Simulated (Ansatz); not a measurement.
# ScAlC2N2: the cost of one run

Program: Ansatz 0.2.0. Level of theory: DFT PBE, scalar-relativistic, plane waves, PAW. These are calculated values, not measurements.

**1. The starting structure**

The structure is triclinic, space group P-1 (No. 2). Conventional cell: a = 3.710 Å, b = 4.136 Å, c = 7.544 Å, α = 75.29°, β = 77.83°, γ = 78.23°. Sc (site symmetry -1) has 2 N at 2.12 Å in its first shell of neighbours. Al (site symmetry -1) has 2 C at 1.87 Å in its first shell of neighbours. C (site symmetry 1) is surrounded by 1 N at 1.17 Å and 1 Al at 1.87 Å. Around N (site symmetry 1) lie 1 C at 1.17 Å.

Coordinates:

```
CELL_PARAMETERS angstrom
3.71035 0.00000 0.00000
0.84346 4.04932 0.00000
1.59108 1.62563 7.19335
ATOMIC_POSITIONS crystal
Sc 0.50000 0.00000 0.50000
Al 0.00000 0.00000 0.00000
C 0.81849 0.36302 0.81849
C 0.18151 0.63698 0.18151
N 0.70523 0.58955 0.70523
N 0.29477 0.41045 0.29477
```

The cell is invented: packed cyanide-bridged chains (P-1, No. 2). Lengths come from tabulated atomic sizes and are only a guess.

**2. Probe: one point on a coarse mesh**

input.yaml reads:

```yaml
crystal:
  lattice:
    - [3.7103492, 0.0, 0.0]
    - [0.84346488, 4.04932199, 0.0]
    - [1.59107947, 1.62562549, 7.19335312]
  atoms:
    - { symbol: Sc, position: [0.5, 0.0, 0.5] }
    - { symbol: Al, position: [0.0, 0.0, 0.0] }
    - { symbol: C, position: [0.81848984, 0.36302033, 0.81848984] }
    - { symbol: C, position: [0.18151016, 0.63697967, 0.18151016] }
    - { symbol: "N", position: [0.70522749, 0.58954501, 0.70522749] }
    - { symbol: "N", position: [0.29477251, 0.41045499, 0.29477251] }
basis:
  ecutwfc: 420
kpoints:
  mp_grid: { grid: [6, 4, 4] }
hamiltonian:
  xc: pbe
scf:
  occupations: { method: gaussian, width: 0.1 }
  lower_state_search: "off"
output:
  forces: true
  stress: true
  eigenvalues: true
```

Started as:

```console
$ ansatz run input.yaml --threads 1 --pin off --max-ram 2560MiB --backend cpu --events-out ev --progress --plain --runs-dir out
```

What time and memory should one allow on 1 thread of AMD EPYC 7B13 (Zen 3), shared host?

About 5.4 s, with a peak of 0.49 GiB.
